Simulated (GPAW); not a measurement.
A run of GPAW 26.7.0 is set up as follows.

Contents of run.py:

```python
from ase.calculators.mixing import SumCalculator
from ase.filters import FrechetCellFilter
from ase.io import read, write
from ase.optimize import BFGS
from dftd4.ase import DFTD4
from gpaw import GPAW, PW, setup_paths

setup_paths.insert(0, '.')

atoms = read('POSCAR')

calc = GPAW(mode=PW(600),
            xc='PBEsol',
            kpts={'size': (8, 8, 7), 'gamma': True},
            occupations={'name': 'methfessel-paxton', 'order': 0, 'width': 0.05},
            nbands=21,
            convergence={'density': 1e-05, 'forces': 0.0001},
            maxiter=150,
            txt='gpaw.txt')
atoms.calc = SumCalculator([calc, DFTD4(method='pbesol')])
opt = BFGS(FrechetCellFilter(atoms), trajectory='relax.traj', logfile='-')
done = opt.run(fmax=0.02, steps=100)
calc.write('gs.gpw')
write('result.traj', atoms)
print('Converged:', done)
print('Cell:', atoms.cell.cellpar().round(4))
print('Volume:', round(atoms.get_volume(), 4))
print(atoms.get_scaled_positions().round(5))
```

POSCAR

```
ScSi2
1.0
    3.6600000000      0.0000000000      0.0000000000
   -1.8300000000      3.1696529779      0.0000000000
    0.0000000000      0.0000000000      3.8700000000
Sc Si
1 2
Direct
    0.0000000000      0.0000000000      0.0000000000
    0.6666666667      0.3333333333      0.5000000000
    0.3333333333      0.6666666667      0.5000000000
```

Potentials or basis: PAW data sets generated in the run's folder for this functional, pw.

Launch:

```sh
$ gpaw-setup -f PBEsol Sc Si
$ OMP_NUM_THREADS=1 python run.py
```

(1) Estimate the space group after relaxing (to 0.05 Å).

(2) Estimate the relaxed cell.

(3) What does it give for the relaxed volume?

(4) Estimate the band gap on the k mesh.

## Answers

(1) P6/mmm (No. 191).

(2) a = 3.989 Å, b = 3.989 Å, c = 3.502 Å, α = 90.00°, β = 90.00°, γ = 120.00°.

(3) 16.09 Å³/atom.

(4) none (metal or under the smearing width).

Caveat: later steps reuse the first step's grids; pairwise dispersion overbinds metals, which lowers pressure and volume.
